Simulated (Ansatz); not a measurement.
This Ansatz 0.2.0 run on CS2 needs a look.

input.yaml

```yaml
crystal:
  lattice:
    - [3.645788, -2.994314, 0.0]
    - [3.645788, 2.994314, 0.0]
    - [0.0, 0.0, 9.851257]
  atoms:
    - { symbol: S, position: [0.181521, 0.818479, 0.886867] }
    - { symbol: S, position: [0.318479, 0.681521, 0.386867] }
    - { symbol: S, position: [0.681521, 0.318479, 0.613133] }
    - { symbol: S, position: [0.818479, 0.181521, 0.113133] }
    - { symbol: C, position: [0.5, 0.5, 0.5] }
    - { symbol: C, position: [0.0, 0.0, 0.0] }
hamiltonian:
  xc: pbe
  pseudopotentials: { kind: paw }
kpoints:
  mp_grid: { grid: [6, 6, 3] }
scf:
  occupations: { method: fermi_dirac, width: 0.05 }
  max_iter: 50
output:
  forces: true
  stress: true
  eigenvalues: true
relax:
  f_tol: 0.01
  max_steps: 40
  cell: { stress_tol: 0.05 }
basis:
  ecutwfc: "520 ev"
```

Potentials or basis: Ansatz PAW.

Run with:

```console
$ ansatz run input.yaml --threads 2 --pin off --max-ram 5632MiB --backend cpu --events-out ev --progress --plain --runs-dir out
```

Output:

```text
Error: YAML parse error: error: line 30 column 12: unknown unit factor `ev` — a unit is read by its exact case: `eV` is a unit here, `ev` is not
  --> <input>:30:12
   |
28 |   cell: { stress_tol: 0.05 }
29 | basis:
30 |   ecutwfc: "520 ev"
   |            ^ unknown unit factor `ev` — a unit is read by its exact case: `eV` is a unit here, `ev` is not
```

Q: What happened, and what is wrong with the input?

A: The program refused the input. The input holds a flaw that was put in on purpose: a cutoff in the wrong unit (basis.ecutwfc = 520 ev).

A sound run on the same cell differs in these lines of the main input:
```diff
@@ -20 +19,0 @@
-  max_iter: 50
@@ -29,2 +27,0 @@
-basis:
-  ecutwfc: "520 ev"
```
